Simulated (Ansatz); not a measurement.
# C2H3BF2: basis-set convergence

How large a basis does C2H3BF2 need? Two functionals are run in growing sets.

Method: one geometry, several basis sets; program: Ansatz 0.2.0, Gaussian basis.

The runs, in order: PBE0-D4/def2-SVP; ωB97M-V/def2-SVP; PBE0-D4/def2-QZVPP; ωB97M-V/def2-QZVPP; the functionals' def2-TZVPP values are taken from earlier runs.

**1. Structure used throughout**

All runs share one geometry, relaxed beforehand with PBE0-D4 in a triple-zeta def2 set.

SMILES `FB1CC1F`, 8 atoms, charge 0, spin multiplicity 1.

Atoms are counted from 1 here; the program's logs count them from 0.

Bond lengths: F1–B2 1.305 Å, B2–C3 1.517 Å, B2–C4 1.521 Å, C3–C4 1.559 Å, C3–H6 1.093 Å, C3–H7 1.084 Å, C4–F5 1.370 Å, C4–H8 1.088 Å. Angles: F1–B2–C3 146.2°, F1–B2–C4 149.8°, C3–B2–C4 61.7°, B2–C3–C4 59.3°, B2–C3–H6 110.5°, B2–C3–H7 131.5°, C4–C3–H6 115.4°, C4–C3–H7 117.2°, H6–C3–H7 112.6°, B2–C4–C3 59.0°, B2–C4–F5 124.8°, B2–C4–H8 119.8°, C3–C4–F5 119.3°, C3–C4–H8 111.9°, F5–C4–H8 111.1°.

**2. PBE0-D4 in def2-SVP**

The input, in.yaml:

```yaml
crystal:
  periodic: [false, false, false]
  atoms:
    - {symbol: F, position_ang: [-1.959157, 0.811037, 0.881611]}
    - {symbol: B, position_ang: [-0.812769, 0.468375, 0.359509]}
    - {symbol: C, position_ang: [0.566310, -0.110780, 0.615392]}
    - {symbol: C, position_ang: [-0.004007, -0.019894, -0.832990]}
    - {symbol: F, position_ang: [-0.254717, -1.172621, -1.528767]}
    - {symbol: H, position_ang: [0.487106, -1.092894, 1.089028]}
    - {symbol: H, position_ang: [1.521677, 0.365847, 0.802452]}
    - {symbol: H, position_ang: [0.547757, 0.693831, -1.442036]}
basis:
  gaussian: {orbitals: def2-SVP}
hamiltonian: {xc: pbe0, dispersion: d4}
output: {orbitals: {seedname: orbitals}}
```

The run is started by

```console
$ ansatz run in.yaml --threads 2 --pin off --events-out ev --progress --plain --max-ram 4352MiB
```

The runs that follow: ωB97M-V in def2-SVP; PBE0-D4 in def2-QZVPP; ωB97M-V in def2-QZVPP.

**Question.** What will the summary of the whole plan be? Wanted: PBE0-D4: double and triple zeta above quadruple; ωB97M-V: double and triple zeta above quadruple.

**Answer**, as computed:

| quantity | value |
| --- | --- |
| PBE0-D4: double and triple zeta above quadruple | 10.12, 0.44 eV |
| ωB97M-V: double and triple zeta above quadruple | 10.34, 0.41 eV |

**Reading.** PBE0-D4 gains 9.68 eV from double to triple zeta, then 0.44 eV more. These are total energies; as a rule much of such shifts cancels in differences, which this series doesn't test.
